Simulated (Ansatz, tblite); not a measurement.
# Ge(CCH)2Me2 (C6H8Ge): a ladder of methods and basis sets

How do method and basis change the picture of Ge(CCH)2Me2 (C6H8Ge) (singlet)?

Method: as each input shows; program: Ansatz 0.2.0, Gaussian basis.

Plan: GFN1-xTB, GFN2-xTB, PBE-D4/def2-TZVP, r2SCAN-D4/def2-TZVP, ωB97M-V/def2-TZVP, HF/def2-TZVP, B97M-V/def2-TZVP, PBE-D4/def2-SVP, PBE0-D4/def2-SVP, HF/6-31G, B3LYP-D4/6-31G, CCSD(T)/def2-SVP, MP2/def2-TZVP, RPA/def2-TZVP.

2 further runs of the same task are left out: 2 set aside as unsound or not needed.

## 1. The geometry

The singlet was relaxed beforehand with PBE0-D4/def2-SVP.

15 atoms, charge 0, spin multiplicity 1.

Bond lengths: Ge1–C2 1.910 Å, Ge1–C5 1.910 Å, Ge1–C8 1.943 Å, Ge1–C12 1.943 Å, C2–C3 1.216 Å, C3–H4 1.076 Å, C5–C6 1.216 Å, C6–H7 1.076 Å, C8–H9 1.100 Å, C8–H10 1.099 Å, C8–H11 1.100 Å, C12–H13 1.100 Å, C12–H14 1.099 Å, C12–H15 1.100 Å. Angles: C2–Ge1–C5 107.4°, C2–Ge1–C8 109.1°, C2–Ge1–C12 109.1°, C5–Ge1–C8 109.1°, C5–Ge1–C12 109.1°, C8–Ge1–C12 112.8°, Ge1–C2–C3 178.5°, C2–C3–H4 179.6°, Ge1–C5–C6 178.4°, C5–C6–H7 179.6°, Ge1–C8–H9 110.0°, Ge1–C8–H10 110.1°, Ge1–C8–H11 110.0°, H9–C8–H10 108.8°, H9–C8–H11 109.0°, H10–C8–H11 108.8°, Ge1–C12–H13 110.0°, Ge1–C12–H14 110.1° and more.

PBE0-D4/def2-TZVP was run before; its log isn't repeated, and its numbers join the tables.

## 2. GFN1-xTB

Tight binding, by tblite at 300 K electronic temperature and without a spin-polarisation term:

```python
tblite.interface.Calculator('GFN1-xTB', numbers, positions, charge=0, uhf=0).singlepoint()
```

Energy -503.6310 eV, HOMO -11.82 eV, LUMO -6.18 eV; 0.01 s.

## 3. GFN2-xTB

Tight binding, by tblite at 300 K electronic temperature and without a spin-polarisation term:

```python
tblite.interface.Calculator('GFN2-xTB', numbers, positions, charge=0, uhf=0).singlepoint()
```

Energy -508.0766 eV, HOMO -10.88 eV, LUMO -5.28 eV; 0.006 s.

## 4. PBE-D4/def2-TZVP

start.molden holds the orbitals of an earlier run on this state, given as this run's starting guess.

The input, in.yaml:

```yaml
crystal:
  periodic: [false, false, false]
  atoms:
    - {symbol: Ge, position_ang: [-0.051982, 0.000343, -0.036493]}
    - {symbol: C, position_ang: [-0.017552, -0.000257, 1.872837]}
    - {symbol: C, position_ang: [-0.027515, -0.000299, 3.089228]}
    - {symbol: H, position_ang: [-0.028695, -0.000355, 4.164848]}
    - {symbol: C, position_ang: [1.760170, -0.008409, -0.638735]}
    - {symbol: C, position_ang: [2.903621, -0.014368, -1.053692]}
    - {symbol: H, position_ang: [3.917295, -0.019658, -1.413395]}
    - {symbol: C, position_ang: [-0.921506, 1.623633, -0.657615]}
    - {symbol: H, position_ang: [-0.915998, 1.656458, -1.756680]}
    - {symbol: H, position_ang: [-0.391630, 2.506447, -0.273901]}
    - {symbol: H, position_ang: [-1.962025, 1.652636, -0.303313]}
    - {symbol: C, position_ang: [-0.937400, -1.614164, -0.658028]}
    - {symbol: H, position_ang: [-1.973230, -1.640623, -0.290061]}
    - {symbol: H, position_ang: [-0.406851, -2.502286, -0.287727]}
    - {symbol: H, position_ang: [-0.946710, -1.639108, -1.757275]}
basis:
  gaussian: {orbitals: def2-TZVP, initial_orbitals: start.molden}
hamiltonian: {xc: pbe, dispersion: d4}
scf: {omitted_lower_state_checks: [starts]}
output: {orbitals: {seedname: orbitals}}
```

On the command line:

```bash
$ ansatz run in.yaml --threads 2 --pin off --events-out ev --progress --plain --max-ram 32768MiB --backend cuda --devices 0, --max-vram 18GiB
```

After this run come: r2SCAN-D4/def2-TZVP; ωB97M-V/def2-TZVP; HF/def2-TZVP; B97M-V/def2-TZVP; PBE-D4/def2-SVP; PBE0-D4/def2-SVP; HF/6-31G; B3LYP-D4/6-31G; CCSD(T)/def2-SVP; MP2/def2-TZVP; RPA/def2-TZVP.

**Question.** What will the summary of the whole plan be? Wanted: gap in def2-TZVP, named functionals and Hartree-Fock, smallest and largest; correlation energy, CCSD(T)/def2-SVP; correlation energy, MP2/def2-TZVP; binding an atom, CCSD(T)/def2-SVP; PBE0 total energy, smallest basis above largest.

The runs gave:

```
                                                                  quantity                            value
gap in def2-TZVP, named functionals and Hartree-Fock, smallest and largest  5.70 eV (PBE-D4), 13.75 eV (HF)
                                      correlation energy, CCSD(T)/def2-SVP                        -30.01 eV
                                         correlation energy, MP2/def2-TZVP                        -32.37 eV
                                         binding an atom, CCSD(T)/def2-SVP                         4.122 eV
                           PBE0 total energy, smallest basis above largest   14.11 eV (def2-SVP, def2-TZVP)
```

Over the named functionals and Hartree-Fock in def2-TZVP the gap runs from 5.70 eV (PBE-D4) to 13.75 eV (HF); exact exchange widens it. A small miss in a minimal or small basis is a cancelling of errors, not accuracy. The functionals in def2-TZVP miss CCSD(T)/def2-SVP by +0.181 (ωB97M-V) to +0.285 eV (PBE-D4) an atom. The yardstick is in a double-zeta basis, so levels in larger sets aren't compared like for like. CCSD(T)/def2-SVP isn't at the basis-set limit; small misses against it rank nothing.
